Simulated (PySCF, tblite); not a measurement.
**C4H5F3O: geometry, infrared bands and NMR shifts**

What infrared bands and NMR shifts should C4H5F3O (`C[C@@](F)(CF)C(=O)F`) show?

Programs: tblite 0.8.0 and PySCF 2.14.0, with density-fitted response routines of our own. Each step states its level of theory. These are calculated values for one molecule in the gas phase, unless marked as measured. Atoms count from 0, in the outputs and in this text.

### Step 1. The starting structure

13 atoms, charge 0, multiplicity 1; geometry from: force field or distance geometry start.

Bonds of the start (Å): C0–C1 1.50, C1–F2 1.40, C1–C3 1.52, C3–F4 1.38, C1–C5 1.49, C5–O6 1.22, C5–F7 1.35, C0–H8 1.12, C0–H9 1.11, C0–H10 1.13, C3–H11 1.10, C3–H12 1.09.

### Step 2. Geometry optimisation with GFN2-xTB

Job settings and geometry (Å):

```
{"job": {"kind": "relax", "xc": "GFN2-xTB", "basis": "xTB"}, "charge": 0, "multiplicity": 1}
C     -0.791000    -1.015100    -0.606600
C     -0.106100    -0.049100     0.311400
F     -0.296900    -0.525800     1.610900
C      1.396900    -0.025700     0.099200
F      1.915400     0.872400     1.014900
C     -0.697200     1.312500     0.262000
O     -1.177400     1.860200     1.240500
F     -0.709500     2.025300    -0.889000
H     -0.230600    -1.976400    -0.742700
H     -1.017500    -0.540000    -1.578500
H     -1.787300    -1.251300    -0.140300
H      1.855900    -1.005800     0.301600
H      1.641000     0.319200    -0.901200
```

Run with:

```sh
$ OMP_NUM_THREADS=1 python probes_run.py task.json out
```

This one command runs all jobs of the session in turn.

**Question.** This job is followed by: GFN2-xTB harmonic vibrations, gas phase; GIAO PBE0/pcSseg-1 NMR shielding, non-relativistic, gas phase. Predict these results of the whole session: strongest single infrared mode (GFN2-xTB); zero-point energy (GFN2-xTB); 13C shifts against TMS (PBE0/pcSseg-1); 1H shifts against TMS (PBE0/pcSseg-1, means over atoms taken as alike); 19F shifts against CFCl3 (PBE0/pcSseg-1); 17O shifts against H2O (PBE0/pcSseg-1).

**Answer**, as computed:

| quantity | value |
| --- | --- |
| strongest single infrared mode (GFN2-xTB) | 1901 cm⁻¹, 424 km/mol |
| zero-point energy (GFN2-xTB) | 54.5 kcal/mol |
| 13C shifts against TMS (PBE0/pcSseg-1) | 167.5, 97.8, 91.4, 21.8 ppm |
| 1H shifts against TMS (PBE0/pcSseg-1, means over atoms taken as alike) | 5.11, 4.99, 1.58 ppm |
| 19F shifts against CFCl3 (PBE0/pcSseg-1) | 27.3, -189.3, -249.1 ppm |
| 17O shifts against H2O (PBE0/pcSseg-1) | 462.5 ppm |

What this shows: Over 47 steps the energy fell by 0.377 eV; of the close pairs, C5–O6 changed most, 1.220 to 1.171 Å. All 33 modes are real, so the xTB geometry is a minimum. The strongest single mode, at 1901 cm⁻¹, moves mainly C5 and O6. GFN2-xTB is a fitted tight-binding method: band positions and strengths are rough. Its intensities can rank the bands wrongly. At PBE0/pcSseg-1: The largest span, 689 ppm, is at O6, where the paramagnetic term is -524 ppm.
